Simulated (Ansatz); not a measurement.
# C₂H₅FSeSi: up Jacob's ladder to CCSD(T)

The task here is to estimate one member of a computed series from the others.

The runs use Ansatz 0.2.0, Gaussian basis; functionals in def2-TZVPP, the program's frozen cores in correlated methods.

Levels to be run: PBE-D4, r2SCAN-D4, PBE0-D4, B3LYP-D4, ωB97X-V, ωB97M-V, B2PLYP; CCSD(T)/def2-TZVPP; MP2/def2-QZVPP; extrapolation to the limit.

## The relaxed structure

An earlier PBE0-D4 in a triple-zeta def2 set relaxation fixed the geometry.

SMILES `C=C(F)[SiH2][SeH]`, 10 atoms, charge 0, spin multiplicity 1.

Atoms are counted from 1 here; the program's logs count them from 0.

Bond lengths: C1–C2 1.325 Å, C1–H6 1.084 Å, C1–H7 1.082 Å, C2–F3 1.349 Å, C2–Si4 1.874 Å, Si4–Se5 2.273 Å, Si4–H8 1.483 Å, Si4–H9 1.482 Å, Se5–H10 1.469 Å. Angles: C2–C1–H6 121.8°, C2–C1–H7 119.6°, H6–C1–H7 118.6°, C1–C2–F3 119.5°, C1–C2–Si4 125.1°, F3–C2–Si4 115.4°, C2–Si4–Se5 112.2°, C2–Si4–H8 106.3°, C2–Si4–H9 110.6°, Se5–Si4–H8 112.3°, Se5–Si4–H9 104.3°, H8–Si4–H9 111.3°, Si4–Se5–H10 92.8°.

As a file:

```xyz
10
C2H5FSeSi
C    -1.5618    0.7910    0.3566
C    -0.3566    0.7914   -0.1930
F     0.2550    1.9658   -0.4503
Si    0.6178   -0.7405   -0.6559
Se    2.5905   -0.8766    0.4651
H    -2.0762    1.7128    0.6051
H    -2.0543   -0.1497    0.5638
H    -0.2686   -1.8964   -0.3771
H     1.0119   -0.6951   -2.0842
H     1.9255   -0.9537    1.7729
```

The first run:

The input, in.yaml:

```yaml
crystal:
  periodic: [false, false, false]
  atoms:
    - {symbol: C, position_ang: [-1.561812, 0.790993, 0.356571]}
    - {symbol: C, position_ang: [-0.356614, 0.791379, -0.193043]}
    - {symbol: F, position_ang: [0.254999, 1.965796, -0.450336]}
    - {symbol: Si, position_ang: [0.617791, -0.740523, -0.655915]}
    - {symbol: Se, position_ang: [2.590538, -0.876603, 0.465090]}
    - {symbol: H, position_ang: [-2.076194, 1.712792, 0.605094]}
    - {symbol: H, position_ang: [-2.054266, -0.149730, 0.563811]}
    - {symbol: H, position_ang: [-0.268566, -1.896426, -0.377067]}
    - {symbol: H, position_ang: [1.011855, -0.695102, -2.084241]}
    - {symbol: H, position_ang: [1.925468, -0.953676, 1.772936]}
basis:
  gaussian: {orbitals: def2-TZVPP}
hamiltonian: {xc: pbe, dispersion: d4}
output: {forces: true, orbitals: {seedname: orbitals}}
```

Started as:

```console
> ansatz run in.yaml --threads 4 --pin off --events-out ev --progress --plain --max-ram 10444MiB
```

Among the steps run: PBE-D4 (GGA); r2SCAN-D4 (meta-GGA); PBE0-D4 (hybrid); B3LYP-D4 (hybrid); ωB97X-V (range-separated); ωB97M-V (range-separated); B2PLYP (double hybrid); CCSD(T) in def2-TZVPP; MP2 in def2-QZVPP.

One table of the session follows, with a row left open; its other results are not shown here.

It belongs to the step «Atomisation energies». 

| method | atomisation energy (kJ/mol) |
| --- | --- |
| PBE-D4 | 3624.4 |
| r2SCAN-D4 | 3563.3 |
| PBE0-D4 | 3552.5 |
| B3LYP-D4 | 3541.8 |
| ωB97X-V | 3559.2 |
| ωB97M-V | 3547.7 |
| B2PLYP | 3499.7 |
| HF/def2-TZVPP | 2555.8 |
| MP2/def2-TZVPP | 3505.4 |
| CCSD/def2-TZVPP | 3389.6 |
| CCSD(T)/def2-TZVPP | 3450.1 |
| MP2/CBS | ? |
| CCSD(T)/CBS | 3551.3 |

**Question.** Estimate the row for MP2/CBS.

As computed: atomisation energy (kJ/mol): 3606.6. In the column «atomisation energy (kJ/mol)» it lies between r2SCAN-D4 (3563.3) and PBE-D4 (3624.4).
